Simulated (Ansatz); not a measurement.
# 80-atom supercell of bixbyite In2O3

Wanted: energy, pressure and frontier levels of the defect-free cell (PBEsol, HSE06 and r²SCAN).

Method: density functional theory in Ansatz 0.2.0, PAW datasets, plane waves.

## 1. The starting cell

80 atoms (32 In, 48 O); a = 10.161 Å, b = 10.161 Å, c = 10.161 Å, α = 90.00°, β = 90.00°, γ = 90.00°.

Plan of the steps: (2) PBEsol single point at the single k point (¼, ¼, ¼), on 1 × data-centre GPU with 8 threads; (3) HSE06 single point at the single k point (¼, ¼, ¼), on 1 × data-centre GPU with 8 threads; (4) r²SCAN single point at the single k point (¼, ¼, ¼), on 1 × data-centre GPU with 8 threads.

## 2. Single point with PBEsol

Contents of in.yaml:

```yaml
crystal:
  lattice:
    - [10.161438, 0.000000, 0.000000]
    - [0.000000, 10.161438, 0.000000]
    - [0.000000, 0.000000, 10.161438]
  atoms:
    - { symbol: In, position: [0.250000, 0.250000, 0.250000] }
    - { symbol: In, position: [0.466008, 0.000000, 0.250000] }
    - { symbol: In, position: [0.033992, 0.000000, 0.750000] }
    - { symbol: In, position: [0.250000, 0.466008, 0.000000] }
    - { symbol: In, position: [0.750000, 0.033992, 0.000000] }
    - { symbol: In, position: [0.000000, 0.250000, 0.466008] }
    - { symbol: In, position: [0.000000, 0.750000, 0.033992] }
    - { symbol: In, position: [0.033992, 0.500000, 0.250000] }
    - { symbol: In, position: [0.250000, 0.033992, 0.500000] }
    - { symbol: In, position: [0.500000, 0.250000, 0.033992] }
    - { symbol: In, position: [0.533992, 0.500000, 0.250000] }
    - { symbol: In, position: [0.750000, 0.533992, 0.000000] }
    - { symbol: In, position: [0.250000, 0.966008, 0.000000] }
    - { symbol: In, position: [0.500000, 0.250000, 0.533992] }
    - { symbol: In, position: [0.533992, 0.000000, 0.750000] }
    - { symbol: In, position: [0.966008, 0.000000, 0.250000] }
    - { symbol: In, position: [0.750000, 0.250000, 0.250000] }
    - { symbol: In, position: [0.750000, 0.466008, 0.500000] }
    - { symbol: In, position: [0.250000, 0.533992, 0.500000] }
    - { symbol: In, position: [0.000000, 0.750000, 0.533992] }
    - { symbol: In, position: [0.000000, 0.250000, 0.966008] }
    - { symbol: In, position: [0.250000, 0.750000, 0.250000] }
    - { symbol: In, position: [0.500000, 0.750000, 0.466008] }
    - { symbol: In, position: [0.250000, 0.250000, 0.750000] }
    - { symbol: In, position: [0.466008, 0.500000, 0.750000] }
    - { symbol: In, position: [0.750000, 0.750000, 0.750000] }
    - { symbol: In, position: [0.250000, 0.750000, 0.750000] }
    - { symbol: In, position: [0.750000, 0.750000, 0.250000] }
    - { symbol: In, position: [0.750000, 0.250000, 0.750000] }
    - { symbol: In, position: [0.966008, 0.500000, 0.750000] }
    - { symbol: In, position: [0.750000, 0.966008, 0.500000] }
    - { symbol: In, position: [0.500000, 0.750000, 0.966008] }
    - { symbol: O, position: [0.390010, 0.154521, 0.382149] }
    - { symbol: O, position: [0.609990, 0.345479, 0.382149] }
    - { symbol: O, position: [0.109990, 0.154521, 0.617850] }
    - { symbol: O, position: [0.382149, 0.390010, 0.154521] }
    - { symbol: O, position: [0.382149, 0.609990, 0.345479] }
    - { symbol: O, position: [0.617850, 0.109990, 0.154521] }
    - { symbol: O, position: [0.154521, 0.382149, 0.390010] }
    - { symbol: O, position: [0.345479, 0.382149, 0.609990] }
    - { symbol: O, position: [0.154521, 0.617850, 0.109990] }
    - { symbol: O, position: [0.109990, 0.345479, 0.117850] }
    - { symbol: O, position: [0.117850, 0.109990, 0.345479] }
    - { symbol: O, position: [0.345479, 0.117850, 0.109990] }
    - { symbol: O, position: [0.609990, 0.654521, 0.117850] }
    - { symbol: O, position: [0.390010, 0.845479, 0.117850] }
    - { symbol: O, position: [0.845479, 0.882150, 0.109990] }
    - { symbol: O, position: [0.654521, 0.382149, 0.109990] }
    - { symbol: O, position: [0.882150, 0.109990, 0.845479] }
    - { symbol: O, position: [0.654521, 0.117850, 0.609990] }
    - { symbol: O, position: [0.845479, 0.117850, 0.390010] }
    - { symbol: O, position: [0.382149, 0.109990, 0.654521] }
    - { symbol: O, position: [0.890010, 0.345479, 0.617850] }
    - { symbol: O, position: [0.890010, 0.154521, 0.117850] }
    - { symbol: O, position: [0.882150, 0.390010, 0.345479] }
    - { symbol: O, position: [0.882150, 0.609990, 0.154521] }
    - { symbol: O, position: [0.109990, 0.845479, 0.882150] }
    - { symbol: O, position: [0.117850, 0.609990, 0.654521] }
    - { symbol: O, position: [0.117850, 0.390010, 0.845479] }
    - { symbol: O, position: [0.109990, 0.654521, 0.382149] }
    - { symbol: O, position: [0.617850, 0.890010, 0.345479] }
    - { symbol: O, position: [0.117850, 0.890010, 0.154521] }
    - { symbol: O, position: [0.345479, 0.882150, 0.390010] }
    - { symbol: O, position: [0.154521, 0.882150, 0.609990] }
    - { symbol: O, position: [0.345479, 0.617850, 0.890010] }
    - { symbol: O, position: [0.390010, 0.345479, 0.882150] }
    - { symbol: O, position: [0.609990, 0.154521, 0.882150] }
    - { symbol: O, position: [0.154521, 0.117850, 0.890010] }
    - { symbol: O, position: [0.890010, 0.654521, 0.882150] }
    - { symbol: O, position: [0.882150, 0.890010, 0.654521] }
    - { symbol: O, position: [0.654521, 0.882150, 0.890010] }
    - { symbol: O, position: [0.609990, 0.845479, 0.617850] }
    - { symbol: O, position: [0.390010, 0.654521, 0.617850] }
    - { symbol: O, position: [0.890010, 0.845479, 0.382149] }
    - { symbol: O, position: [0.617850, 0.609990, 0.845479] }
    - { symbol: O, position: [0.617850, 0.390010, 0.654521] }
    - { symbol: O, position: [0.382149, 0.890010, 0.845479] }
    - { symbol: O, position: [0.845479, 0.617850, 0.609990] }
    - { symbol: O, position: [0.654521, 0.617850, 0.390010] }
    - { symbol: O, position: [0.845479, 0.382149, 0.890010] }
  symmetry: { detect: false }
kpoints:
  mp_grid: { grid: [1, 1, 1], shift: [0.25, 0.25, 0.25] }
hamiltonian:
  xc: pbesol
scf:
  occupations: { method: fermi_dirac, width: 0.01 }
output:
  forces: true
  eigenvalues: true
  stress: true
  populations: true
  eigenstates: { kpoints: [[0.25, 0.25, 0.25]], e_range: [-6.0, 6.0], localisation: true }
```

## 3. HSE06 single point

in.yaml: that of step 2 with these lines changed.

```diff
@@ -90,3 +90,3 @@
 hamiltonian:
-  xc: pbesol
+  xc: hse06
 scf:
@@ -96,3 +96,2 @@
   eigenvalues: true
-  stress: true
   populations: true
```

## 4. Single point with r²SCAN

in.yaml: that of step 3 with these lines changed.

```diff
@@ -90,3 +90,3 @@
 hamiltonian:
-  xc: hse06
+  xc: r2scan
 scf:
```

Q: Predict the outcome of this session. Wanted: for each run, top filled to lowest empty; energy; pressure.

As calculated:

```
 level         time  top filled to lowest empty (eV)  energy (eV/atom)  pressure (GPa)
PBEsol  9.4 s (GPU)                             2.14        -2546.7833            0.03
 HSE06   50 s (GPU)                             3.63        -2581.1268               -
r²SCAN   12 s (GPU)                             2.68        -2586.1684               -
```

**Reading.** At the same k points, PBEsol gives a spacing 1.49 eV smaller and r²SCAN gives a spacing 0.95 eV smaller than the 3.63 eV of HSE06. The HSE06 single point took about 5.4 times as long as the PBEsol one on the same kind of device. With one k point the spacing samples only the states that fold onto it, so it can exceed the gap over the zone.
